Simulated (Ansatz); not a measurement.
This script for a relaxation of cell and ions of LiNO₃, space group R-3m with Ansatz's Python interface holds a mistake.

Script `vcrelax_lino3.py`:
```python
"""Cell relaxation of LiNO3."""

from dataclasses import dataclass
from pathlib import Path
import warnings

import ansatz as az
from ase import Atoms
from ase.io import write
from ase.neighborlist import neighbor_list
import numpy as np


@dataclass(frozen=True)
class Settings:
    beta: float = 0.2


cfg = Settings()

def edges_and_angles(cell):
    cell = np.asarray(cell)
    a, b, c = np.linalg.norm(cell, axis=1)
    cosines = cell[1] @ cell[2] / (b * c), cell[0] @ cell[2] / (a * c), cell[0] @ cell[1] / (a * b)
    return (a, b, c, *np.degrees(np.arccos(cosines)))

warnings.simplefilter("ignore", az.DeckWarning)

lattice = az.Lattice.of(
    (2.06132, 1.1901, 3.35613),
    (-2.06132, 1.1901, 3.35613),
    (0.0, -2.38021, 3.35613),
)
sites = [
    ("Li", (0.0, 0.0, 0.0)),
    ("N", (0.5, 0.5, 0.5)),
    ("O", (0.0, 0.0, 0.5)),
    ("O", (0.5, 0.0, 0.0)),
    ("O", (0.0, 0.5, 0.0)),
]
structure = az.Crystal(lattice=lattice)
for symbol, position in sites:
    structure = structure.atom(symbol, position)

# only the volume may change
job = (
    structure.calculation()
    .functional(az.Functional.LDA)
    .basis(28 * az.Ry, xc_grid=1)
    .accuracy("medium")
    .kpoints(6, center="monkhorst-pack")
    .occupations(az.OccupationsMethod.FIXED)
    .mixing("msr1", beta=cfg.beta)
    .eigensolver("davidson")
    .relax(max_steps=100, fix_cell=["shape"], stress_tolerance=0.05)
)
steps = []


def follow(event):
    if event["event"] != "relax_step":
        return
    row = event["data"]
    steps.append(row)
    print(f"step {row['step']:3d}  E = {row['lagrangian_ev']:.5f} eV  largest force component = {row['allowed_force_max_ev_ang']:.4f} eV/A  P = {row['pressure_gpa']:.3f} GPa")


res = job.session().plan(threads=1).execute(on_event=follow)
data = res.report

first, last = steps[0], steps[-1]
symbols = [site.symbol for site in res.lattice.sites]
print(f"energy gained {first['lagrangian_ev'] - last['lagrangian_ev']:.4f} eV in {len(steps) - 1} steps")
for label, vectors in (("before", first["cell_ang"]), ("after", res.lattice.cell_ang)):
    print(label, "a b c (A) {:.4f} {:.4f} {:.4f}  angles {:.2f} {:.2f} {:.2f}".format(*edges_and_angles(vectors)), f" V = {abs(np.linalg.det(vectors)):.3f} A^3")
print("final stress xx yy zz (GPa, compression positive):", np.round(np.diag(data["stress_gpa"]), 3) + 0.0)

print("atom   start x y z (A)              end x y z (A)")
for symbol, a, b in zip(symbols, first["positions_ang"], last["positions_ang"]):
    print(f"{symbol:3s}", " ".join(f"{v:8.4f}" for v in a), "  ", " ".join(f"{v:8.4f}" for v in b))

relaxed = Atoms(symbols, positions=[site.position_ang for site in res.lattice.sites], cell=res.lattice.cell_ang, pbc=True)
write("relaxed.cif", relaxed, format="cif")

print("relaxed fractional positions")
for site in res.lattice.sites:
    print(f"  {site.symbol:2s}", " ".join(f"{v % 1:8.5f}" for v in np.round(site.position_frac, 5)))

final = Atoms(symbols, positions=last["positions_ang"], cell=res.lattice.cell_ang, pbc=True)
i, j, d = neighbor_list("ijd", final, 4.5)
print("neighbours within 1.1 times the shortest distance of each atom (A)")
for atom in range(len(final)):
    near = [m for m in np.argsort(d) if i[m] == atom]
    shell = [m for m in near if d[m] < 1.1 * d[near[0]]]
    print(f"{symbols[atom]}{atom} ({len(shell)}):", ", ".join(f"{symbols[j[m]]} {d[m]:.3f}" for m in shell))

print(f"free energy      {data['free_energy_ev']:.5f} eV")
print(f"per atom         {data['free_energy_ev'] / len(res.lattice.sites):.5f} eV")
print(f"SCF iterations   {data['n_iterations']}  (converged: {data['converged']})")

lines = ["| quantity | value |", "|---|---|"]
lines.append(f"| free energy per atom | {data['free_energy_ev'] / len(res.lattice.sites):.4f} eV |")
lines.append(f"| Fermi level | {data['fermi_energy_ev']:.3f} eV |")
lines.append(f"| volume per atom | {data['setup']['cell_volume_ang3'] / len(res.lattice.sites):.3f} A^3 |")
lines.append(f"| valence electrons | {data['n_electrons']:g} |")
Path("summary.md").write_text("\n".join(lines) + "\n")
```

```console
$ python vcrelax_lino3.py
RunWarning: iter 1: σ=0 fill of 13 bands saw a band overlap (occupied 3.6747 eV > unoccupied 2.3586 eV) — on an unconverged iterate often a transient of an unconverged empty band; one that stands at [...]
step   1  E = -2226.58482 eV  largest force component = 0.0000 eV/A  P = -9.766 GPa
step   2  E = -2226.75402 eV  largest force component = 0.0000 eV/A  P = -3.747 GPa
step   3  E = -2226.80678 eV  largest force component = 0.0000 eV/A  P = 0.314 GPa
step   4  E = -2226.80414 eV  largest force component = 0.0000 eV/A  P = -0.001 GPa
RunWarning: the bands overlap at the fill by count (13 filled at each k-point of a channel): the highest filled level, 4.642283 eV at k-index 26, stands 1.7039 eV over the lowest empty one, 2.938407 [...]
step   5  E = -2226.73377 eV  largest force component = 0.0000 eV/A  P = -1.953 GPa
step   6  E = -2226.75391 eV  largest force component = 0.0000 eV/A  P = -0.049 GPa
step   7  E = -2226.73774 eV  largest force component = 0.0000 eV/A  P = -0.225 GPa
step   8  E = -2226.73975 eV  largest force component = 0.0000 eV/A  P = -0.004 GPa
step   9  E = -2226.73776 eV  largest force component = 0.0000 eV/A  P = -0.013 GPa
energy gained 0.1529 eV in 8 steps
before a b c (A) 4.1145 4.1145 4.1145  angles 60.13 60.13 60.13  V = 49.399 A^3
after a b c (A) 3.9844 3.9844 3.9844  angles 60.13 60.13 60.13  V = 44.859 A^3
final stress xx yy zz (GPa, compression positive): [ 0.425  0.425 -0.89 ]
atom   start x y z (A)              end x y z (A)
Li    0.0000   0.0000   0.0000      0.0000  -0.0000   0.0000
N     0.0000  -0.0000   5.0342     -0.0000  -0.0000   4.8750
O     0.0000  -1.1901   1.6781     -0.0000  -1.1525   1.6250
O     1.0307   0.5951   1.6781      0.9981   0.5762   1.6250
O    -1.0307   0.5951   1.6781     -0.9981   0.5762   1.6250
relaxed fractional positions
  Li  0.00000  0.00000  0.00000
  N   0.50000  0.50000  0.50000
  O   0.00000  0.00000  0.50000
  O   0.50000  0.00000  0.00000
  O   0.00000  0.50000  0.00000
neighbours within 1.1 times the shortest distance of each atom (A)
Li0 (6): O 1.992, O 1.992, O 1.992, O 1.992, O 1.992, O 1.992
N1 (6): O 1.996, O 1.996, O 1.996, O 1.996, O 1.996, O 1.996
O2 (8): Li 1.992, Li 1.992, O 1.996, O 1.996, N 1.996, O 1.996, O 1.996, N 1.996
O3 (8): Li 1.992, Li 1.992, N 1.996, O 1.996, N 1.996, O 1.996, O 1.996, O 1.996
O4 (8): Li 1.992, Li 1.992, O 1.996, O 1.996, O 1.996, O 1.996, N 1.996, N 1.996
free energy      -2226.73776 eV
per atom         -445.34755 eV
SCF iterations   6  (converged: True)
```
(Warnings from the package without file and line, shortened, repeats left out.)

The script ran to its end, but the result can't be trusted. Why?

The fault: fixed occupations, though the bands overlap at this level of theory. Mended:

```diff
--- before
+++ after
@@ -15,2 +15,4 @@
 class Settings:
+    smearing: str = "fermi_dirac"
+    width_ev: float = 0.1
     beta: float = 0.2
@@ -51,3 +53,3 @@
     .kpoints(6, center="monkhorst-pack")
-    .occupations(az.OccupationsMethod.FIXED)
+    .occupations(cfg.smearing, width=cfg.width_ev)
     .mixing("msr1", beta=cfg.beta)
```

The mended script runs so:

```console
$ python vcrelax_lino3.py
step   1  E = -2227.11247 eV  largest force component = 0.0000 eV/A  P = -11.192 GPa
step   2  E = -2227.32271 eV  largest force component = 0.0000 eV/A  P = -4.153 GPa
step   3  E = -2227.38127 eV  largest force component = 0.0000 eV/A  P = 0.352 GPa
step   4  E = -2227.37833 eV  largest force component = 0.0000 eV/A  P = -0.010 GPa
step   5  E = -2227.30196 eV  largest force component = 0.0000 eV/A  P = -2.128 GPa
step   6  E = -2227.32378 eV  largest force component = 0.0000 eV/A  P = -0.022 GPa
step   7  E = -2227.30671 eV  largest force component = 0.0000 eV/A  P = -0.210 GPa
step   8  E = -2227.30853 eV  largest force component = 0.0000 eV/A  P = -0.004 GPa
step   9  E = -2227.30661 eV  largest force component = 0.0000 eV/A  P = -0.016 GPa
energy gained 0.1941 eV in 8 steps
before a b c (A) 4.1145 4.1145 4.1145  angles 60.13 60.13 60.13  V = 49.399 A^3
after a b c (A) 3.9702 3.9702 3.9702  angles 60.13 60.13 60.13  V = 44.381 A^3
final stress xx yy zz (GPa, compression positive): [ 0.43  0.43 -0.91]
atom   start x y z (A)              end x y z (A)
Li    0.0000   0.0000   0.0000     -0.0000  -0.0000  -0.0000
N     0.0000  -0.0000   5.0342      0.0000  -0.0000   4.8576
O     0.0000  -1.1901   1.6781      0.0000  -1.1484   1.6192
O     1.0307   0.5951   1.6781      0.9945   0.5742   1.6192
O    -1.0307   0.5951   1.6781     -0.9945   0.5742   1.6192
relaxed fractional positions
  Li  0.00000  0.00000  0.00000
  N   0.50000  0.50000  0.50000
  O   0.00000  0.00000  0.50000
  O   0.50000  0.00000  0.00000
  O   0.00000  0.50000  0.00000
neighbours within 1.1 times the shortest distance of each atom (A)
Li0 (6): O 1.985, O 1.985, O 1.985, O 1.985, O 1.985, O 1.985
N1 (6): O 1.989, O 1.989, O 1.989, O 1.989, O 1.989, O 1.989
O2 (8): Li 1.985, Li 1.985, N 1.989, O 1.989, N 1.989, O 1.989, O 1.989, O 1.989
O3 (8): Li 1.985, Li 1.985, O 1.989, O 1.989, O 1.989, N 1.989, O 1.989, N 1.989
O4 (8): Li 1.985, Li 1.985, O 1.989, O 1.989, O 1.989, O 1.989, N 1.989, N 1.989
free energy      -2227.30661 eV
per atom         -445.46132 eV
SCF iterations   8  (converged: True)
```

It writes `relaxed.cif`:
```cif
data_image0
_chemical_formula_structural       LiNO3
_chemical_formula_sum              "Li1 N1 O3"
_cell_length_a       3.9701532147292036
_cell_length_b       3.9701532147292036
_cell_length_c       3.970153214729204
_cell_angle_alpha    60.13115001332969
_cell_angle_beta     60.13115001332969
_cell_angle_gamma    60.13115001332969

_space_group_name_H-M_alt    "P 1"
_space_group_IT_number       1

loop_
  _space_group_symop_operation_xyz
  'x, y, z'

loop_
  _atom_site_type_symbol
  _atom_site_label
  _atom_site_symmetry_multiplicity
  _atom_site_fract_x
  _atom_site_fract_y
  _atom_site_fract_z
  _atom_site_occupancy
  Li  Li1       1.0  0.0  0.0  0.0  1.0000
  N   N1        1.0  0.5000000000000001  0.5  0.5  1.0000
  O   O1        1.0  0.0  0.0  0.5  1.0000
  O   O2        1.0  0.5  0.0  0.0  1.0000
  O   O3        1.0  5.551115123125783e-17  0.49999999999999994  0.0  1.0000
```

`summary.md`, as written:
```text
| quantity | value |
|---|---|
| free energy per atom | -445.4613 eV |
| Fermi level | 3.713 eV |
| volume per atom | 8.876 A^3 |
| valence electrons | 26 |
```

Reading the output:
- The settings weren't tested for convergence.
- The cutoff lies under the one recommended for these potentials.
- Forces vanish by symmetry, so the ions can't move, and the end may be a saddle.
- Under the recommended cutoff a pressure can be off by several GPa, even in sign.
- For a metal this k-point mesh is coarse: on a finer one energies can move by several to tens of meV an atom and pressures by half a GPa or more, differences at one mesh by less.
- Energies along a relaxation are free energies. Rows at an unchanged volume are solved on a plane-wave basis chosen afresh for that cell, so the energy jumps there and such rows are no steps of the walk.
- Edges and angles are those of the cell as typed, here a primitive one, not of the conventional cell.
- This cell is a computed structure, which may not be the phase found in nature.
- The script silences the warnings on its input, which a real study should read.
- Finished in 12 s on 1 thread of Arm Neoverse V2 (shared host), peak memory 0.42 GiB.

(A comment or docstring line of the script was reworded after the run, the code is as it ran; lines on the test bed's own set-up are left out of the output.)
